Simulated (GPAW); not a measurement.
The system is Cu3Rh.

```
CELL_PARAMETERS angstrom
-1.83739 1.83739 3.60063
1.83739 -1.83739 3.60063
1.83739 1.83739 -3.60063
ATOMIC_POSITIONS crystal
Rh 0.00000 0.00000 0.00000
Cu 0.50000 0.50000 0.00000
Cu 0.25000 0.75000 0.50000
Cu 0.75000 0.25000 0.50000
```

The cell comes from a database or a generator and needn't be the stable form of this composition.

Base run:

```yaml
Program: GPAW 26.7.0
Functional: PBEsol
Potentials_or_basis: PAW data sets generated in the run's folder for this functional
Cutoff: 600 eV
Basis: pw
k_mesh: 7 × 7 × 7
Occupations: fermi-dirac, width 0.05 eV
Spin: no spin polarisation
```

Its results: pressure -0.4 GPa.

Q: The run is repeated on the same cell with these changes: functional from PBEsol to LDA; potentials or basis from PAW data sets generated in the run's folder for this functional to the program's PAW data sets (release 1.2.1) made for this functional. What comes out?

A: Pressure -7.4 GPa.

Caveats: with this Cu data set, volumes or pressures lay over 1.5 % or 2 GPa off other programs in two to four cells of ten.
